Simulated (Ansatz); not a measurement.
# CH₄BI: up Jacob's ladder to CCSD(T)

The task here is to estimate one member of a computed series from the others.

Computed with Ansatz 0.2.0, Gaussian basis. Level: functionals in def2-TZVPP, the program's frozen cores in correlated methods.

Plan: LDA (SPW92), PBE-D4, revPBE-D4, BLYP-D4, r2SCAN-D4, B97M-V, PBE0-D4, B3LYP-D4, r2SCANh-D4, r2SCAN0-D4, HSE06-D4, BHLYP-D4, CAM-B3LYP-D4, LC-ωPBE, ωB97X-V, ωB97M-V, B2PLYP, PBE-QIDH; CCSD(T)/def2-SVP; CCSD(T)/def2-TZVPP; CCSD(T)/def2-QZVPP; extrapolation to the limit; RPA on PBE.

## The relaxed structure

An earlier PBE0-D4 in a triple-zeta def2 set relaxation fixed the geometry. I takes the def2 core potential; no spin-orbit term is included.

SMILES `CBI`, 7 atoms, charge 0, spin multiplicity 1.

Atoms are counted from 1 here; the program's logs count them from 0.

Bond lengths: C1–B2 1.545 Å, C1–H4 1.089 Å, C1–H5 1.098 Å, C1–H6 1.097 Å, B2–I3 2.124 Å, B2–H7 1.192 Å. Angles: B2–C1–H4 115.8°, B2–C1–H5 108.6°, B2–C1–H6 109.0°, H4–C1–H5 109.0°, H4–C1–H6 109.2°, H5–C1–H6 104.8°, C1–B2–I3 122.2°, C1–B2–H7 123.2°, I3–B2–H7 114.6°.

The first run:

The input, in.yaml:

```yaml
crystal:
  periodic: [false, false, false]
  atoms:
    - {symbol: C, position_ang: [-0.639029, 0.008700, -0.392384]}
    - {symbol: B, position_ang: [0.712331, -0.201940, 0.327351]}
    - {symbol: I, position_ang: [1.547998, 1.262992, 1.618049]}
    - {symbol: H, position_ang: [-1.146962, 0.948578, -0.180482]}
    - {symbol: H, position_ang: [-0.474824, -0.072082, -1.474993]}
    - {symbol: H, position_ang: [-1.308304, -0.825807, -0.147344]}
    - {symbol: H, position_ang: [1.369988, -1.188441, 0.204202]}
basis:
  gaussian: {orbitals: def2-TZVPP}
hamiltonian: {xc: lda}
output: {orbitals: {seedname: orbitals}}
```

Command:

```bash
$ ansatz run in.yaml --threads 2 --pin off --events-out ev --progress --plain --max-ram 20480MiB --backend cpu
```

Steps of the session up to this table: LDA; PBE-D4 (GGA); revPBE-D4 (GGA); BLYP-D4 (GGA); r2SCAN-D4 (meta-GGA); B97M-V (meta-GGA); B3LYP-D4 (hybrid); r2SCANh-D4 (hybrid); r2SCAN0-D4 (hybrid); HSE06-D4 (hybrid); BHLYP-D4 (hybrid); CAM-B3LYP-D4 (range-separated); LC-ωPBE (range-separated); ωB97X-V (range-separated); ωB97M-V (range-separated); B2PLYP (double hybrid); PBE-QIDH (double hybrid).

One table of the session follows, with a row left open; its other results are not shown here.

It belongs to the step «Orbital energies across the functionals». 

| functional | HOMO (eV) | LUMO (eV) | gap (eV) |
| --- | --- | --- | --- |
| LDA (SPW92) | -6.39 | -2.78 | 3.61 |
| PBE-D4 | -6.25 | -2.54 | 3.71 |
| revPBE-D4 | -6.20 | -2.44 | 3.76 |
| BLYP-D4 | -6.08 | -2.36 | 3.72 |
| r2SCAN-D4 | -6.50 | -2.22 | 4.29 |
| B97M-V | -6.52 | -2.19 | 4.33 |
| PBE0-D4 | -7.37 | -1.62 | 5.76 |
| B3LYP-D4 | -7.14 | -1.79 | 5.34 |
| r2SCANh-D4 | ? | ? | ? |
| r2SCAN0-D4 | -7.55 | -1.43 | 6.12 |
| HSE06-D4 | -6.98 | -2.00 | 4.98 |
| BHLYP-D4 | -8.34 | -0.56 | 7.78 |
| CAM-B3LYP-D4 | -8.63 | -0.50 | 8.13 |
| LC-ωPBE | -9.96 | 0.61 | 10.58 |
| ωB97X-V | -9.63 | 0.55 | 10.18 |
| ωB97M-V | -9.52 | 0.34 | 9.86 |

Estimate the missing values for r2SCANh-D4.

Worked estimate for «HOMO (eV)». Against the share of exact exchange, r2SCAN-D4 (0, -6.50), r2SCAN0-D4 (0.25, -7.55) give a slope of -4.20 per unit share; at 0.1 the line stands at -6.92.

The run gave: HOMO (eV): -6.92; LUMO (eV): -1.90; gap (eV): 5.02. In «HOMO (eV)» the line misses by 0.00.
